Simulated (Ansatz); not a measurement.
# GeH₈OSi₂: one species, many methods

An exercise on one series of results from a longer session: the logs are not shown, and one member is left open.

Program: Ansatz 0.2.0, Gaussian basis. Level of theory: functionals in def2-TZVPP, the program's frozen cores in correlated methods. These are calculated values, not measurements.

Plan: PBE-D4, r2SCAN-D4, PBE0-D4, B3LYP-D4, ωB97X-V, ωB97M-V, B2PLYP; CCSD(T)/def2-TZVPP; MP2/def2-QZVPP; extrapolation to the limit.

### The relaxed structure

The geometry comes from an earlier relaxation with PBE0-D4 in a triple-zeta def2 set; it is a stationary point, not always the lowest conformer.

SMILES `O[SiH]([SiH3])[GeH3]`, 12 atoms, charge 0, spin multiplicity 1.

Atoms are counted from 1 here; the program's logs count them from 0.

Bond lengths: O1–Si2 1.658 Å, O1–H5 0.959 Å, Si2–Si3 2.338 Å, Si2–Ge4 2.389 Å, Si2–H6 1.495 Å, Si3–H7 1.489 Å, Si3–H8 1.487 Å, Si3–H9 1.487 Å, Ge4–H10 1.542 Å, Ge4–H11 1.539 Å, Ge4–H12 1.539 Å. Angles: Si2–O1–H5 117.4°, O1–Si2–Si3 107.0°, O1–Si2–Ge4 111.9°, O1–Si2–H6 110.9°, Si3–Si2–Ge4 110.7°, Si3–Si2–H6 109.5°, Ge4–Si2–H6 106.8°, Si2–Si3–H7 108.1°, Si2–Si3–H8 110.4°, Si2–Si3–H9 111.6°, H7–Si3–H8 108.6°, H7–Si3–H9 108.9°, H8–Si3–H9 109.1°, Si2–Ge4–H10 110.8°, Si2–Ge4–H11 111.6°, Si2–Ge4–H12 110.4°, H10–Ge4–H11 107.8°, H10–Ge4–H12 107.9° and more.

As a file:

```mol
GeH8OSi2
  3D, bonds by distance, orders not assigned

 12 11  0  0  0  0  0  0  0  0999 V2000
   -1.4879    1.4956   -0.1934 O   0  0
   -0.0376    0.7636    0.1401 Si  0  0
   -0.4093   -0.7129    1.9138 Si  0  0
    0.8321   -0.3981   -1.7580 Ge  0  0
   -1.5051    2.1385   -0.9044 H   0  0
    0.9910    1.7735    0.5373 H   0  0
    0.8836   -1.3719    2.2471 H   0  0
   -1.3891   -1.7600    1.5199 H   0  0
   -0.9132   -0.0037    3.1202 H   0  0
    0.9224    0.5392   -2.9791 H   0  0
   -0.0573   -1.5918   -2.1472 H   0  0
    2.2472   -0.9271   -1.4623 H   0  0
  1  2  8  0
  2  3  8  0
  2  4  8  0
  1  5  8  0
  2  6  8  0
  3  7  8  0
  3  8  8  0
  3  9  8  0
  4 10  8  0
  4 11  8  0
  4 12  8  0
M  END
```

The first run:

in.yaml

```yaml
crystal:
  periodic: [false, false, false]
  atoms:
    - {symbol: O, position_ang: [-1.487913, 1.495639, -0.193406]}
    - {symbol: Si, position_ang: [-0.037632, 0.763626, 0.140125]}
    - {symbol: Si, position_ang: [-0.409282, -0.712876, 1.913797]}
    - {symbol: Ge, position_ang: [0.832146, -0.398104, -1.758040]}
    - {symbol: H, position_ang: [-1.505096, 2.138454, -0.904356]}
    - {symbol: H, position_ang: [0.991044, 1.773494, 0.537277]}
    - {symbol: H, position_ang: [0.883638, -1.371943, 2.247106]}
    - {symbol: H, position_ang: [-1.389061, -1.760015, 1.519941]}
    - {symbol: H, position_ang: [-0.913212, -0.003684, 3.120186]}
    - {symbol: H, position_ang: [0.922421, 0.539167, -2.979132]}
    - {symbol: H, position_ang: [-0.057251, -1.591804, -2.147174]}
    - {symbol: H, position_ang: [2.247200, -0.927053, -1.462325]}
basis:
  gaussian: {orbitals: def2-TZVPP}
hamiltonian: {xc: pbe, dispersion: d4}
output: {forces: true, orbitals: {seedname: orbitals}}
```

Run with:

```bash
> ansatz run in.yaml --threads 4 --pin off --events-out ev --progress --plain --max-ram 10444MiB
```

Among the steps run: PBE-D4 (GGA); r2SCAN-D4 (meta-GGA); PBE0-D4 (hybrid); B3LYP-D4 (hybrid); ωB97X-V (range-separated); ωB97M-V (range-separated); B2PLYP (double hybrid); CCSD(T) in def2-TZVPP; MP2 in def2-QZVPP.

One of the session's tables, all rows but one given; the rest of the session is left out.

| method | atomisation energy (kJ/mol) |
| --- | --- |
| PBE-D4 | 3556.8 |
| r2SCAN-D4 | 3591.5 |
| PBE0-D4 | 3534.5 |
| B3LYP-D4 | 3575.1 |
| ωB97X-V | 3620.8 |
| ωB97M-V | 3577.6 |
| B2PLYP | ? |
| HF/def2-TZVPP | 2650.3 |
| MP2/def2-TZVPP | 3496.9 |
| CCSD/def2-TZVPP | 3481.4 |
| CCSD(T)/def2-TZVPP | 3518.5 |
| MP2/CBS | 3586.8 |
| CCSD(T)/CBS | 3608.5 |

**Question.** Estimate the row for B2PLYP.

The run gave: atomisation energy (kJ/mol): 3530.1. In the column «atomisation energy (kJ/mol)» it lies between CCSD(T)/def2-TZVPP (3518.5) and PBE0-D4 (3534.5).

Among the levels timed on like hardware and quicker than the yardstick, those that no quicker one beats, quickest first: PBE-D4 (3.1 s, -51.6 kJ/mol); r2SCAN-D4 (6 s, -17.0 kJ/mol); ωB97X-V (10 s, +12.3 kJ/mol).

B2PLYP carry no dispersion term (for B3LYP, D4 adds 43.4 kJ/mol).

Caveats from the session: Free atoms (1 O, 2 Si, 1 Ge, 8 H) were run apart at each level; the atomisation energy is their sum less the molecule, without zero-point or spin-orbit terms.
